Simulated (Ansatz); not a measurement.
# F5H2O2W: the cost of one run

Method: UKS PBE/def2-SVP, in Ansatz 0.2.0.

## (1) The system as given

Bond lengths: W1–F2 2.100 Å, W1–F3 1.850 Å, W1–F4 1.850 Å, W1–F5 1.850 Å, W1–O6 1.940 Å, O6–H7 1.010 Å, W1–O8 1.940 Å, O8–H9 1.010 Å. Angles (14 of 17 angles, heavy atoms first): F2–W1–F3 90.0°, F2–W1–F4 90.0°, F2–W1–F5 90.0°, F2–W1–O6 90.0°, F2–W1–O8 180.0°, F3–W1–F4 90.0°, F3–W1–F5 180.0°, F3–W1–O6 90.0°, F3–W1–O8 90.0°, F4–W1–F5 90.0°, F4–W1–O6 180.0°, F4–W1–O8 90.0°, F5–W1–O6 90.0°, F5–W1–O8 90.0°.

Coordinates:

```xyz
10

W     0.0000    0.0000    0.0000
F     0.0000    0.0000    2.1000
F     1.8500    0.0000    0.0000
F     0.0000    1.8500    0.0000
F    -1.8500    0.0000    0.0000
O     0.0000   -1.9400    0.0000
H     0.3816   -2.2771    0.8723
O     0.0000    0.0000   -1.9400
H     0.5278    0.7924   -2.2771
F     0.0000    0.0000    3.5400
```

## (2) Pulling towards end A

Springs on the bonds that form and break draw the guess towards this end; the thresholds are loose.

Contents of input.yaml:

```yaml
crystal:
  periodic: [false, false, false]
  atoms:
    - { symbol: W, position_ang: [0.0, 0.0, 0.0] }
    - { symbol: F, position_ang: [0.0, 0.0, 2.1] }
    - { symbol: F, position_ang: [1.85, 0.0, 0.0] }
    - { symbol: F, position_ang: [0.0, 1.85, 0.0] }
    - { symbol: F, position_ang: [-1.85, 0.0, 0.0] }
    - { symbol: O, position_ang: [0.0, -1.94, 0.0] }
    - { symbol: H, position_ang: [0.3816, -2.2771, 0.8723] }
    - { symbol: O, position_ang: [0.0, 0.0, -1.94] }
    - { symbol: H, position_ang: [0.5278, 0.7924, -2.2771] }
    - { symbol: F, position_ang: [0.0, 0.0, 3.54] }
magnetization:
  spin_polarized: true
  initial_magnetization: 1
basis:
  gaussian: { orbitals: def2-SVP }
hamiltonian:
  xc: pbe
relax:
  f_tol: 0.15
  max_steps: 25
  restrain:
    - { distance: [1, 9], at: 2.34, k: 30.0 }
    - { distance: [0, 1], at: 1.85, k: 30.0 }
output:
  orbitals: {}
```

Launch:

```sh
> ansatz run input.yaml --threads 4 --pin off --max-ram 5120MiB --backend cpu --events-out ev --progress --plain --runs-dir out
```

What time and memory should one allow on 4 threads of Arm Neoverse V2, shared host?

About 1.8 min, with a peak of 0.39 GiB.
